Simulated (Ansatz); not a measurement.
# AlFH4SSi: basis-set convergence

One table from this session's results is given with a row withheld; the runs are named, their logs left out.

Program: Ansatz 0.2.0, Gaussian basis. Level of theory: one geometry, several basis sets. These are calculated values, not measurements.

Plan: PBE0-D4/def2-SVP; ωB97M-V/def2-SVP; PBE0-D4/def2-QZVPP; ωB97M-V/def2-QZVPP; the functionals' def2-TZVPP values are taken from earlier runs.

**The relaxed structure**

All runs share one geometry, relaxed beforehand with PBE0-D4 in a triple-zeta def2 set.

SMILES `[F][AlH][S][SiH3]`, 8 atoms, charge 0, spin multiplicity 1.

Atoms are counted from 1 here; the program's logs count them from 0.

Bond lengths: F1–Al2 1.645 Å, Al2–S3 2.166 Å, Al2–H5 1.568 Å, S3–Si4 2.141 Å, Si4–H6 1.483 Å, Si4–H7 1.483 Å, Si4–H8 1.486 Å. Angles: F1–Al2–S3 115.4°, F1–Al2–H5 119.1°, S3–Al2–H5 125.5°, Al2–S3–Si4 99.7°, S3–Si4–H6 108.9°, S3–Si4–H7 108.9°, S3–Si4–H8 110.5°, H6–Si4–H7 109.4°, H6–Si4–H8 109.5°, H7–Si4–H8 109.5°.

Set-up of the first run:

in.yaml reads:

```yaml
crystal:
  periodic: [false, false, false]
  atoms:
    - {symbol: F, position_ang: [2.938257, 1.663023, 0.459352]}
    - {symbol: Al, position_ang: [1.456446, 1.110084, 0.005537]}
    - {symbol: S, position_ang: [0.806409, -0.711466, 0.981556]}
    - {symbol: Si, position_ang: [-1.105356, -0.958669, 0.048941]}
    - {symbol: H, position_ang: [0.639000, 1.909706, -1.067132]}
    - {symbol: H, position_ang: [-2.155783, -0.946386, 1.095618]}
    - {symbol: H, position_ang: [-1.129120, -2.261435, -0.659059]}
    - {symbol: H, position_ang: [-1.357753, 0.138144, -0.920613]}
basis:
  gaussian: {orbitals: def2-SVP}
hamiltonian: {xc: pbe0, dispersion: d4}
output: {orbitals: {seedname: orbitals}}
```

Command:

```sh
$ ansatz run in.yaml --threads 2 --pin off --events-out ev --progress --plain --max-ram 4352MiB
```

Among the steps run: PBE0-D4 in def2-SVP; ωB97M-V in def2-SVP; PBE0-D4 in def2-QZVPP; ωB97M-V in def2-QZVPP.

One table of the session follows, with a row left open; its other results are not shown here.

```
functional       basis  HOMO (eV)
   PBE0-D4    def2-SVP      -7.95
   PBE0-D4  def2-TZVPP      -8.00
   PBE0-D4  def2-QZVPP      -8.02
   ωB97M-V    def2-SVP     -10.02
   ωB97M-V  def2-TZVPP     -10.14
   ωB97M-V  def2-QZVPP          ?
```

**Question.** Estimate the row for ωB97M-V, def2-QZVPP.

As computed: HOMO (eV): -10.16. In the column «HOMO (eV)» it is the lowest.
